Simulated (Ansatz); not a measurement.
# C2H4GaIO: a ladder of functionals and wavefunction methods

How much do the methods differ for C2H4GaIO? The plan is to run it at one geometry with functionals of several rungs and with coupled cluster, and see how far each lands from CCSD(T) at the basis-set limit for the atomisation energy.

Method: functionals in def2-TZVPP, the program's frozen cores in correlated methods; program: Ansatz 0.2.0, Gaussian basis.

Levels to be run: LDA (SPW92), PBE-D4, revPBE-D4, BLYP-D4, r2SCAN-D4, B97M-V, PBE0-D4, B3LYP-D4, r2SCANh-D4, r2SCAN0-D4, HSE06-D4, BHLYP-D4, CAM-B3LYP-D4, LC-ωPBE, ωB97X-V, ωB97M-V, B2PLYP, PBE-QIDH; CCSD(T)/def2-SVP; CCSD(T)/def2-TZVPP; MP2/def2-QZVPP; extrapolation to the limit; RPA on PBE.

## Step 1: The geometry

An earlier PBE0-D4 in a triple-zeta def2 set relaxation fixed the geometry. I takes the def2 core potential; no spin-orbit term is included.

9 atoms, charge 0, spin multiplicity 1.

Atoms are counted from 1 here; the program's logs count them from 0.

Bond lengths: I1–Ga2 2.458 Å, Ga2–C3 1.977 Å, Ga2–O5 1.819 Å, C3–C4 1.540 Å, C3–H6 1.090 Å, C3–H7 1.090 Å, C4–O5 1.434 Å, C4–H8 1.096 Å, C4–H9 1.096 Å. Angles: I1–Ga2–C3 153.2°, I1–Ga2–O5 129.0°, C3–Ga2–O5 77.8°, Ga2–C3–C4 83.3°, Ga2–C3–H6 115.7°, Ga2–C3–H7 115.6°, C4–C3–H6 115.4°, C4–C3–H7 115.4°, H6–C3–H7 109.6°, C3–C4–O5 106.7°, C3–C4–H8 111.4°, C3–C4–H9 111.4°, O5–C4–H8 109.5°, O5–C4–H9 109.5°, H8–C4–H9 108.3°, Ga2–O5–C4 92.2°.

## Step 2: LDA

This LDA is Slater exchange with PW92 correlation.

in.yaml reads:

```yaml
crystal:
  periodic: [false, false, false]
  atoms:
    - {symbol: I, position_ang: [-1.824163, -0.528675, -3.351744]}
    - {symbol: Ga, position_ang: [-0.674205, -0.209537, -1.202999]}
    - {symbol: C, position_ang: [0.664933, 0.648754, -0.028038]}
    - {symbol: C, position_ang: [0.077155, -0.301979, 1.031964]}
    - {symbol: O, position_ang: [-0.953360, -1.057357, 0.382063]}
    - {symbol: H, position_ang: [0.514602, 1.711122, 0.162142]}
    - {symbol: H, position_ang: [1.706992, 0.468406, -0.290760]}
    - {symbol: H, position_ang: [-0.351447, 0.253603, 1.873422]}
    - {symbol: H, position_ang: [0.839495, -0.984327, 1.423940]}
basis:
  gaussian: {orbitals: def2-TZVPP}
hamiltonian: {xc: lda}
output: {orbitals: {seedname: orbitals}}
```

Launch:

```sh
> ansatz run in.yaml --threads 4 --pin off --events-out ev --progress --plain --max-ram 10444MiB
```

After this run come: PBE-D4 (GGA); revPBE-D4 (GGA); BLYP-D4 (GGA); r2SCAN-D4 (meta-GGA); B97M-V (meta-GGA); PBE0-D4 (hybrid); B3LYP-D4 (hybrid); r2SCANh-D4 (hybrid); r2SCAN0-D4 (hybrid); HSE06-D4 (hybrid); BHLYP-D4 (hybrid); CAM-B3LYP-D4 (range-separated); LC-ωPBE (range-separated); ωB97X-V (range-separated); ωB97M-V (range-separated); B2PLYP (double hybrid); PBE-QIDH (double hybrid); CCSD(T) in def2-SVP; CCSD(T) in def2-TZVPP; MP2 in def2-QZVPP; RPA on PBE orbitals.

Before running them: what should the planned runs give, taken together? Wanted: atomisation energy, CCSD(T)/CBS; farthest beyond LDA; mean size of error, GGA; mean size of error, meta-GGA; mean size of error, hybrid; mean size of error, range-separated; mean size of error, double hybrid; gap, smallest and largest; T1 diagnostic.

As calculated:

| quantity | value |
| --- | --- |
| atomisation energy, CCSD(T)/CBS | 3243.2 kJ/mol |
| functionals within 32.4 kJ/mol (1.0 %) | revPBE-D4, r2SCAN-D4, B97M-V, PBE0-D4, r2SCANh-D4, HSE06-D4, LC-ωPBE, ωB97X-V, ωB97M-V, PBE-QIDH |
| farthest beyond LDA | BHLYP-D4 (-155.6 kJ/mol) |
| mean size of error, GGA | 50.1 kJ/mol |
| mean size of error, meta-GGA | 14.5 kJ/mol |
| mean size of error, hybrid | 48.5 kJ/mol |
| mean size of error, range-separated | 25.4 kJ/mol |
| mean size of error, double hybrid | 36.7 kJ/mol |
| gap, smallest and largest | 4.04 eV (LDA (SPW92)), 11.11 eV (LC-ωPBE) |
| T1 diagnostic | 0.0134 |
| triples share of the correlation energy | 3.5 % |

In words: LDA overbinds by 513.4 kJ/mol (16 %). PBE-D4 is off by +68.4 kJ/mol. Double hybrids carry the basis error of their MP2 part in triple zeta, and no dispersion term here, so their miss is partly the set-up's. The rungs meta-GGA, range-separated miss on average by less than the doubt on the reference (32.4 kJ/mol), so they tie. Misses under about 32.4 kJ/mol are within the doubt on the reference itself, which lacks core-valence correlation, spin-orbit coupling and higher excitations, and its outer-core shells are covered unevenly. All levels share the lack of spin-orbit coupling, which lowers the free heavy atoms and so the true binding. Hartree-Fock recovers 70 % of the binding; the rest is correlation. CCSD(T) in def2-SVP is off by -187.2 kJ/mol, more than most functionals: a good method in a small basis is no reference. Orbital gaps span 4.0 to 11.1 eV; exact exchange widens them. Correlated methods include outer-core shells of Ga, I, which these sets cover unevenly.
